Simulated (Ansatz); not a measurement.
# Zr8N: the cost of one run

Program: Ansatz 0.2.0. Level of theory: DFT PBE+D3(BJ), scalar-relativistic, plane waves, PAW. These are calculated values, not measurements.

3 further runs of the same task are left out: 1 that didn't finish, 2 set aside as unsound or not needed.

## (1) The system as given

The structure is hexagonal, space group P6_3/mmc (No. 194). The conventional cell has a = 3.232 Å, b = 3.232 Å, c = 5.147 Å, α = 90.00°, β = 90.00°, γ = 120.00°. Zr (site symmetry -6m2) is surrounded by 12 Zr at 3.18 to 3.23 Å.

Structure file:

```
CELL_PARAMETERS angstrom
3.23200 0.00000 0.00000
-1.61600 2.79899 0.00000
0.00000 0.00000 5.14700
ATOMIC_POSITIONS crystal
Zr 0.33333 0.66667 0.25000
Zr 0.66667 0.33333 0.75000
```

Source of the structure: the Crystallography Open Database.

## (6) Plan of the scan

Atoms count from 1 in the order of the input.

N2 is moved over the surface cell at a fixed height above a rigid substrate; the origin of the map has the adsorbate above Zr13; the height is held at 3.00 Å.

First coordinate, position of N17 along the first surface vector, from above Zr13: 6 values from 0.000 to 0.833, periodic. Second coordinate, position of N17 along the second surface vector, from above Zr13: 6 values from 0.000 to 0.833, periodic.

Nothing else is relaxed. Points are written as (first, second).

The two vectors of the plane (Å): (3.183, 0.000, 0.000); (-1.592, 2.757, 0.000).

(The set-up runs are not shown.)

## (7) The run at (0/6, 0/6) of the map's two axes

Input file input.yaml:

```yaml
crystal:
  lattice:
    - [6.366424793, 0.0, 0.0]
    - [-3.1832123965, 5.513485602, 0.0]
    - [0.0, 0.0, 26.3387859015]
  atoms:
    - { symbol: Zr, position: [0.3333333333, 0.1666666667, 0.1518672886] }
    - { symbol: Zr, position: [0.3333333333, 0.6666666667, 0.1518672886] }
    - { symbol: Zr, position: [0.8333333333, 0.1666666667, 0.1518672886] }
    - { symbol: Zr, position: [0.8333333333, 0.6666666667, 0.1518672886] }
    - { symbol: Zr, position: [0.1666666667, 0.3333333333, 0.2489701804] }
    - { symbol: Zr, position: [0.1666666667, 0.8333333333, 0.2489701804] }
    - { symbol: Zr, position: [0.6666666667, 0.3333333333, 0.2489701804] }
    - { symbol: Zr, position: [0.6666666667, 0.8333333333, 0.2489701804] }
    - { symbol: Zr, position: [0.3333333333, 0.1666666667, 0.3487108088] }
    - { symbol: Zr, position: [0.3333333333, 0.6666666667, 0.3487108088] }
    - { symbol: Zr, position: [0.8333333333, 0.1666666667, 0.3487108088] }
    - { symbol: Zr, position: [0.8333333333, 0.6666666667, 0.3487108088] }
    - { symbol: Zr, position: [0.1666666667, 0.3333333333, 0.4418877144] }
    - { symbol: Zr, position: [0.1666666667, 0.8333333333, 0.4418877144] }
    - { symbol: Zr, position: [0.6666666667, 0.3333333333, 0.4418877144] }
    - { symbol: Zr, position: [0.6666666667, 0.8333333333, 0.4418877144] }
    - { symbol: "N", position: [0.1666666667, 0.3333333333, 0.5557881808] }
    - { symbol: "N", position: [0.1666666667, 0.3333333333, 0.5975516852] }
basis:
  ecutwfc: 420
kpoints:
  mp_grid: { grid: [6, 6, 1] }
hamiltonian:
  xc: pbe
  dispersion: d3bj
scf:
  occupations: { method: gaussian, width: 0.1 }
output:
  forces: true
  eigenvalues: true
efield:
  axis: 3
  dipole_correction: true
  ramp_width: 0.04
```

The run is started by

```sh
$ ansatz run input.yaml --threads 4 --pin off --max-ram 12288MiB --backend cpu --events-out ev --progress --plain --runs-dir out
```

Q: Estimate wall time and peak memory on 4 threads of Intel Xeon 6975P-C (Granite Rapids), shared host.

About 12 s, with a peak of 2.4 GiB.
